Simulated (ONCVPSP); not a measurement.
# Co: generating and testing an ONCV potential

Task: generate the file, and judge it by its errors in other configurations, its logarithmic derivatives, its ghosts and its cutoff.

Method: ONCVPSP 4.0.1, PBEsol, scalar-relativistic.

### 1 Starting point

The settings as typed:

```json
{
 "element": "cobalt (Co, Z = 27)",
 "type": "optimised norm-conserving Vanderbilt (ONCV)",
 "frozen core": "[Ne] 3s2",
 "valence charge": "15",
 "reference configuration": "3p6 3d7 4s2",
 "partial waves": "4s: rc 2.15 bohr, ncon 5, nbas 8, qcut 3.9 1/bohr, 2 projectors, debl 1.7 Ha; 3p: rc 1.00 bohr, ncon 3, nbas 8, qcut 11 1/bohr, 2 projectors, debl 3.4 Ha; 3d: rc 0.80 bohr, ncon 4, nbas 8, qcut 11.9 1/bohr, local",
 "local potential": "the d channel",
 "core correction": "Teter function, fcfact 3, rcfact 1.1"
}
```

The outer shells as boxes (Hund's rule for the drawing; the calculation is spin-unpolarised):

```
[Ne] core
3s [↑↓]
3p [↑↓][↑↓][↑↓]
3d [↑↓][↑↓][↑ ][↑ ][↑ ]
4s [↑↓]
```

An earlier all-electron run gives the scale for the radii.

All-electron outer shells of the reference configuration (PBEsol, scalar-relativistic, ld1.x):

| shell | level (eV) | outermost node (bohr) | outermost maximum (bohr) |
| --- | --- | --- | --- |
| 3s | -102.14 | 0.31 | 0.66 |
| 3p | -65.51 | 0.28 | 0.68 |
| 3d | -8.23 | – | 0.66 |
| 4s | -5.49 | 0.96 | 2.32 |
| 4p | -1.25 | 1.05 | 3.21 |

### 2 Generation

Co.dat

```
# ATOM AND REFERENCE CONFIGURATION
# atsym  z   nc   nv     iexc    psfile
  Co 27.00    4    3  -116133      upf
#
#   n    l    f
    1    0    2.00
    2    0    2.00
    2    1    6.00
    3    0    2.00
    3    1    6.00
    3    2    7.00
    4    0    2.00
#
# PSEUDOPOTENTIAL AND OPTIMIZATION
# lmax
    2
#
#   l,   rc,      ep,       ncon, nbas, qcut
    0    2.15    0.00    5    8    3.90
    1    1.00    0.00    3    8   11.00
    2    0.80    0.00    4    8   11.90
#
# LOCAL POTENTIAL
# lloc, lpopt,  rc(5),   dvloc0
    2    5    0.80    0.00
#
# VANDERBILT-KLEINMAN-BYLANDER PROJECTORs
# l, nproj, debl
    0    2    1.70
    1    2    3.40
    2    0    1.40
#
# MODEL CORE CHARGE
# icmod, fcfact, rcfact
    3    3.00    1.10
#
# LOG DERIVATIVE ANALYSIS
# epsh1, epsh2, depsh
   -4.00    5.00    0.02
#
# OUTPUT GRID
# rlmax, drl
    6.00    0.01
#
# TEST CONFIGURATIONS
# ncnf
    4
# nvcnf
#   n    l    f
    3
    3    1    6.00
    3    2    7.00
    4    0    1.00
#
    3
    3    1    6.00
    3    2    7.00
    4    0    0.00
#
    3
    3    1    6.00
    3    2    6.00
    4    0    0.00
#
    3
    3    1    6.00
    3    2    7.00
    4    0    1.50
#
```

Launch:

```bash
oncvpsp.x < Co.dat > Co.out
```

Q: Predict the outcome of this session. Wanted: cutoffs for 1 and 0.1 mHa per electron, occupied waves; bound ghosts; GHOST(+) flags; largest miss of a reference level; largest test error; largest phase difference near zero energy, channels read; rms error of d²Exc/dn², without and with the model core.

The runs gave:

| quantity | value |
| --- | --- |
| cutoffs for 1 and 0.1 mHa per electron, occupied waves | 339 Ha and 392 Ha |
| bound ghosts | s at -235.10 eV, p at -78.29 eV |
| GHOST(+) flags | none at low energy |
| largest miss of a reference level | 66 meV (3p) |
| largest test error (AE − PS) | +101 meV, for 3p6 3d6 4s0 |
| largest phase difference near zero energy, channels read | 0.001 rad |
| rms error of d²Exc/dn², without and with the model core | 4.24 and 3.63 mHa |

In words: It has a bound ghost (s, p), a state that the atom doesn't have, and that rules the file out. Already in the reference configuration the 3p level is off by 66 meV. By total energies transferability is fair for so large an energy: the largest error is 101 meV on 61.6 eV, for 3p6 3d6 4s0. That test lies far up in energy; among those under 40 eV, nearer to bonding, the largest error is 48 meV. By its cutoff, 339 Ha for the looser tolerance, it is very hard. At the looser tolerance the 3d wave is the slowest; 3p needs 37 Ha. Near zero energy the phases of the channels with partial waves agree within 0.001 rad. The pseudo curves have a pole with no partner nearby in the atom's: p at -3.53 Ha. These are tests on the free atom; a crystal test is still owed.
